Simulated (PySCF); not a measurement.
# C2H6BCl2Si: the cost of one run

Computed with PySCF 2.14.0 and routines of our own; the level stands in each step. Atoms count from 0.

## Step 1: The system as given

12 atoms, charge 0, multiplicity 2; geometry from: GFN2-xTB.

## Step 2: Open-shell or spin-flip excitations: unrestricted TDDFT M06-2X/def2-SVPD

The job: settings as JSON, then the geometry in Å.

```
{"job": {"kind": "uabs", "xc": "M06-2X", "basis": "def2-SVPD", "nstates": 10, "tda": false}, "charge": 0, "multiplicity": 2}
C     -0.248868     1.769287    -0.089835
Si     0.185878    -0.077355     0.067461
C     -1.288809    -1.142243    -0.493713
B      1.841845    -0.752294     0.691212
Cl     3.147111     0.325719     1.194949
Cl     2.153399    -2.487269     0.797551
H     -1.143482     2.020616     0.474317
H      0.562711     2.386432     0.284473
H     -0.428423     2.052025    -1.124166
H     -1.042766    -2.198438    -0.435168
H     -1.572543    -0.924803    -1.520445
H     -2.164854    -0.972364     0.127338
```

With the program's defaults for keys left out, this is: unrestricted TDDFT M06-2X/def2-SVPD, vertical, gas phase, core orbitals frozen in the response.

Started as:

```sh
$ OMP_NUM_THREADS=1 python excited_run.py task.json out
```

This one command runs all jobs of the session in turn.

**Question.** How long does this first job take on 1 thread of Intel Xeon Platinum 8488C, shared host, and how much memory does it need?

About 2 min, with a peak of 0.77 GiB.
